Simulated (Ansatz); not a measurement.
# ZnCuAgSnS4: band edges up the ladder

The task here is to estimate one member of a computed series from the others.

Program: Ansatz 0.2.0. Level of theory: DFT PBEsol, scalar-relativistic, plane waves, PAW. These are calculated values, not measurements.

That is the level of the relaxation; later steps name their own.

### Starting point

It takes space group P1 (No. 1, triclinic). Conventional cell: a = 6.741 Å, b = 6.741 Å, c = 7.793 Å, α = 90.00°, β = 90.00°, γ = 109.38°. Zn (site symmetry 1) has 4 S at 2.36 Å as nearest neighbours. Ag (site symmetry 1) is surrounded by 4 S at 2.37 Å. Around Cu (site symmetry 1) lie 4 S at 2.37 Å. Around Sn (site symmetry 1) lie 4 S at 2.45 Å. Only part of the 16 independent sites is listed.

Structure file:

```cif
data_structure
_symmetry_space_group_name_H-M 'P 1'
_symmetry_Int_Tables_number 1
_cell_length_a 6.7415
_cell_length_b 6.7415
_cell_length_c 7.7933
_cell_angle_alpha 90.000
_cell_angle_beta 90.000
_cell_angle_gamma 109.378
_cell_volume 334.12
loop_
_atom_site_label
_atom_site_type_symbol
_atom_site_fract_x
_atom_site_fract_y
_atom_site_fract_z
_atom_site_occupancy
Zn1 Zn 0.00000 0.50000 0.25000 1
Zn2 Zn 0.50000 0.00000 0.75000 1
Ag1 Ag 0.00000 0.00000 0.00000 1
Cu1 Cu 0.50000 0.50000 0.50000 1
Ag2 Ag 0.00000 0.50000 0.75000 1
Cu2 Cu 0.50000 0.00000 0.25000 1
Sn1 Sn 0.50000 0.50000 0.00000 1
Sn2 Sn 0.00000 0.00000 0.50000 1
S1 S 0.37159 0.62801 0.25640 1
S2 S 0.87159 0.12801 0.75640 1
S3 S 0.37181 0.11539 0.99980 1
S4 S 0.87181 0.61539 0.49980 1
S5 S 0.37199 0.62841 0.74360 1
S6 S 0.87199 0.12841 0.24360 1
S7 S 0.88461 0.62819 0.00020 1
S8 S 0.38461 0.12819 0.50020 1
```

Set-up of the first run:

(A quick probe on a coarse mesh, which set the mesh and smearing, is not shown.)

Input file input.yaml:

```yaml
crystal:
  lattice:
    - [2.75536317, 2.75536317, -5.50119396]
    - [2.75536317, 2.75536317, 5.50119396]
    - [5.51072633, -5.51072633, 0.0]
  atoms:
    - { symbol: Zn, position: [0.0, 0.5, 0.25] }
    - { symbol: Zn, position: [0.5, 0.0, 0.75] }
    - { symbol: Ag, position: [0.0, 0.0, 0.0] }
    - { symbol: Cu, position: [0.5, 0.5, 0.5] }
    - { symbol: Ag, position: [0.0, 0.5, 0.75] }
    - { symbol: Cu, position: [0.5, 0.0, 0.25] }
    - { symbol: Sn, position: [0.5, 0.5, 0.0] }
    - { symbol: Sn, position: [0.0, 0.0, 0.5] }
    - { symbol: S, position: [0.37159, 0.62801, 0.2564] }
    - { symbol: S, position: [0.87159, 0.12801, 0.7564] }
    - { symbol: S, position: [0.37181, 0.11539, 0.9998] }
    - { symbol: S, position: [0.87181, 0.61539, 0.4998] }
    - { symbol: S, position: [0.37199, 0.62841, 0.7436] }
    - { symbol: S, position: [0.87199, 0.12841, 0.2436] }
    - { symbol: S, position: [0.88461, 0.62819, 0.0002] }
    - { symbol: S, position: [0.38461, 0.12819, 0.5002] }
basis:
  ecutwfc: 420
kpoints:
  mp_grid: { grid: [4, 4, 4] }
hamiltonian:
  xc: pbesol
scf:
  occupations: { method: gaussian, width: 0.1 }
output:
  forces: true
  stress: true
  eigenvalues: true
relax:
  adjacent_minimum: "off"
  f_tol: 0.05
  max_steps: 80
  cell: { stress_tol: 0.5 }
```

Started as:

```sh
ansatz run input.yaml --threads 4 --pin off --max-ram 10240MiB --backend cpu --events-out ev --progress --plain --runs-dir out
```

Steps of the session up to this table: A loose first relaxation; Relaxing cell and atoms; Band edges over the whole zone; Levels with PBEsol; The run at PBEsol on the hybrid's mesh; The run at HSE06; The run at PBEsol, spin-orbit coupling; Levels with r2SCAN.

One of the session's tables, all rows but one given; the rest of the session is left out.

```
                      level  gap (eV)  least direct gap (eV)
                     PBEsol      0.15                   0.15
PBEsol on the hybrid's mesh      0.13                   0.13
                      HSE06      1.29                   1.29
PBEsol, spin-orbit coupling      0.14                   0.14
                     r2SCAN         ?                      ?
```

Estimate the missing values for r2SCAN.

As computed: gap (eV): 0.50; least direct gap (eV): 0.50. In the column «gap (eV)» it lies between PBEsol (0.15) and HSE06 (1.29).

Gaps are by band count over the mesh and the named points; a gap of 0 means that the bands overlap or touch.
